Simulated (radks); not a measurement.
**The Coulomb parameter U of the 3d shell of Ti⁺**

An exercise on one series of results from a longer session: the logs are not shown, and one member is left open.

The numbers are computed with radks (a radial shooting solver on a logarithmic mesh, Libxc functionals) version 1 (scalar-relativistic Kohn-Sham, LDA (Slater exchange, Perdew-Wang correlation), spin-unpolarised, spherical densities, finite nucleus), except any that are marked as measured or tabulated.

**The atom as given**

| Property | Result |
| --- | --- |
| element | titanium (Z = 22) |
| charge | +1 |
| electrons | 21 |
| configuration | [Ar] 3d2 4s1 |
| nuclear rms radius | 3.5921 fm |

The outer shells:

Ti⁺
```
[Ar] core
3d [↑ ][↑ ][  ][  ][  ]
4s [↑ ]
```

Set-up of the first run:

The run's settings:

```text
Z 22
configuration [Ar] 3d2 4s1
relativity scalar-relativistic
functional lda,pw
spin unpolarised
nucleus finite rms 3.5921 fm
c 137.035999084
```

Steps of the session up to this table: Start: [Ar] 3d2 4s1.

One table of the session follows, with a row left open; its other results are not shown here.

It belongs to the step «Start: [Ar] 3d2 4s1». Radial moments (bohr):

```
level     <r>  outermost maximum (interpolated)  90 % within  nodes
   1s       ?                                 ?            ?      ?
   2s  0.3259                             0.269        0.507      1
   2p  0.2903                             0.219        0.478      0
   3s   1.009                             0.870         1.51      2
   3p   1.087                             0.901         1.68      1
   3d   1.518                             0.974         2.65      0
   4s   3.158                              2.73         4.66      3
```

Estimate the missing values for 1s.

As computed: <r>: 0.06973; outermost maximum (interpolated): 0.0456; 90 % within: 0.125; nodes: 0. In the column «<r>» it is the lowest.
